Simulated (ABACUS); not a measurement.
**Ta3AsAu2O13 in ABACUS: the effect of dispersion**

Ta3AsAu2O13:

```
Ta As Au O
1.0
     5.45204    0.00000    0.00000
    -2.72602    4.72161    0.00000
     0.00000    0.00000    9.57902
Ta As Au O
3 1 2 13
Direct
  0.00000 0.00000 0.19408
  0.00000 0.00000 0.80592
  0.66667 0.33333 0.00000
  0.00000 0.00000 0.50000
  0.33333 0.66667 0.27428
  0.33333 0.66667 0.72572
  0.00000 0.00000 0.00000
  0.23947 0.97129 0.36402
  0.02871 0.26818 0.36402
  0.73182 0.76053 0.36402
  0.23947 0.97129 0.63598
  0.02871 0.26818 0.63598
  0.73182 0.76053 0.63598
  0.38452 0.33425 0.85844
  0.66575 0.05026 0.85844
  0.94974 0.61548 0.85844
  0.38452 0.33425 0.14156
  0.66575 0.05026 0.14156
  0.94974 0.61548 0.14156
```

The cell was built by a generator and needn't be a form met in nature.

Alike in all runs:

- Program: ABACUS 3.10.1
- Task: equation of state
- Functional: BLYP
- Potentials or basis: PseudoDojo NC SR 0.4.1 PBE standard
- Cutoff: 1361 eV
- Density cutoff: 5442 eV
- Basis: DZP LCAO (the cutoffs set its grid)
- k mesh: 4 × 4 × 2
- Occupations: fermi-dirac, width 0.05 eV
- Spin: no spin polarisation

| dispersion | V0 of scaled cells (Å³/atom) | B0 (GPa) |
| --- | --- | --- |
| none | 13.54 | 166 |
| D2 | 13.06 | 187 |
| D3 | ? | ? |
| D3(BJ) | 13.13 | 179 |
| D3(BJ)+ABC | 13.15 | 178 |

Problem. What does the run with dispersion D3 give?

Solution. V0 of scaled cells 13.22 Å³/atom; B0 175 GPa.

Caveats: the atomic orbitals were generated for these runs and aren't a published set; the cell was scaled at fixed shape and fractional positions, which overstates the stiffness of a crystal with free parameters, most of all of layers and chains; the potentials were made for another functional, which shifts forces and pressure; the basis of atomic orbitals isn't converged, which shifts pressures, moduli and gaps.

Runs at the PBE level aren't shown here.
